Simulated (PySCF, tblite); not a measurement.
# C₅H₉BO₂Si: geometry, infrared bands and NMR shifts

Wanted: the infrared bands and NMR shifts of C₅H₉BO₂Si (`C=C[SiH2]C1=CO[BH2-][O+]=C1`), by calculation.

Programs: tblite 0.8.0 and PySCF 2.14.0, with density-fitted response routines of our own. Each step states its level of theory. These are calculated values for one molecule in the gas phase, unless marked as measured. Atoms are numbered from 0 throughout.

**1. Starting geometry**

18 atoms, charge 0, multiplicity 1; geometry from: force field or distance geometry start.

Bonds of the start (Å): C0–C1 1.32, C1–Si2 1.85, Si2–C3 1.84, C3–C4 1.35, C4–O5 1.40, O5–B6 1.51, B6–O7 1.50, O7–C8 1.27, C8–C3 1.47, C0–H9 1.09, C0–H10 1.08, C1–H11 1.10, Si2–H12 1.48, Si2–H13 1.46, C4–H14 1.07, B6–H15 1.18, B6–H16 1.19, C8–H17 1.09.

**2. Optimising the geometry with GFN2-xTB**

The job: settings as JSON, then the geometry in Å.

```
{"job": {"kind": "relax", "xc": "GFN2-xTB", "basis": "xTB"}, "charge": 0, "multiplicity": 1}
C     -2.763800    -0.782700    -0.553700
C     -2.488600    -0.462100     0.700700
Si    -1.232200     0.836800     1.113100
C      0.401500     0.364100     0.411000
C      1.214600    -0.455800     1.109000
O      2.430700    -0.864100     0.550800
B      3.004300    -0.208800    -0.681000
O      1.913300     0.481400    -1.446600
C      0.778500     0.755000    -0.950900
H     -3.509200    -1.552400    -0.761600
H     -2.288000    -0.276500    -1.382900
H     -2.986000    -0.986900     1.525400
H     -1.672700     2.119600     0.530300
H     -1.134800     0.986700     2.566600
H      0.929700    -0.812500     2.082200
H      3.532500    -1.027300    -1.349800
H      3.807800     0.605900    -0.340500
H      0.053500     1.286100    -1.560300
```

On the command line:

```bash
> OMP_NUM_THREADS=1 python probes_run.py task.json out
```

The driver reads the jobs from task.json and runs them one after another.

**Question.** This job is followed by: GFN2-xTB harmonic vibrations, gas phase; GIAO PBE0/pcSseg-1 NMR shielding, non-relativistic, gas phase. What will the session give for the following? strongest single infrared mode (GFN2-xTB); zero-point energy (GFN2-xTB); 13C shifts against TMS (PBE0/pcSseg-1); 1H shifts against TMS (PBE0/pcSseg-1, means over atoms taken as alike); 29Si shifts against TMS (PBE0/pcSseg-1); 17O shifts against H2O (PBE0/pcSseg-1); 11B shifts against BF3·OEt2 (PBE0/pcSseg-1).

The runs gave:

| quantity | value |
| --- | --- |
| strongest single infrared mode (GFN2-xTB) | 1636 cm⁻¹, 806 km/mol |
| zero-point energy (GFN2-xTB) | 78.8 kcal/mol |
| 13C shifts against TMS (PBE0/pcSseg-1) | 193.0, 192.6, 145.3, 140.0, 98.3 ppm |
| 1H shifts against TMS (PBE0/pcSseg-1, means over atoms taken as alike) | 7.71, 7.68, 6.64, 6.42, 6.32, 4.62, 4.29 ppm |
| 29Si shifts against TMS (PBE0/pcSseg-1) | -50.7 ppm |
| 17O shifts against H2O (PBE0/pcSseg-1) | 298.6, 297.2 ppm |
| 11B shifts against BF3·OEt2 (PBE0/pcSseg-1) | 2.8 ppm |

Relaxing lowered the energy by 0.719 eV in 142 steps; the close pair that moved most is C4–O5, from 1.399 to 1.259 Å. The lowest mode is slightly imaginary (14i cm⁻¹), a soft motion within the noise of the Hessian, so the minimum is not strictly shown. The strongest single mode, at 1636 cm⁻¹, is carried by C4, C8, O5, O7. Unscaled tight-binding wavenumbers are off by several per cent, some by more. Its intensities can rank the bands wrongly. C8 (aldehyde carbonyl carbon) lies farthest downfield among carbon, at 193.0 ppm; low-lying n→π* states of the double bond to the heteroatom give a large paramagnetic term (-258 ppm).
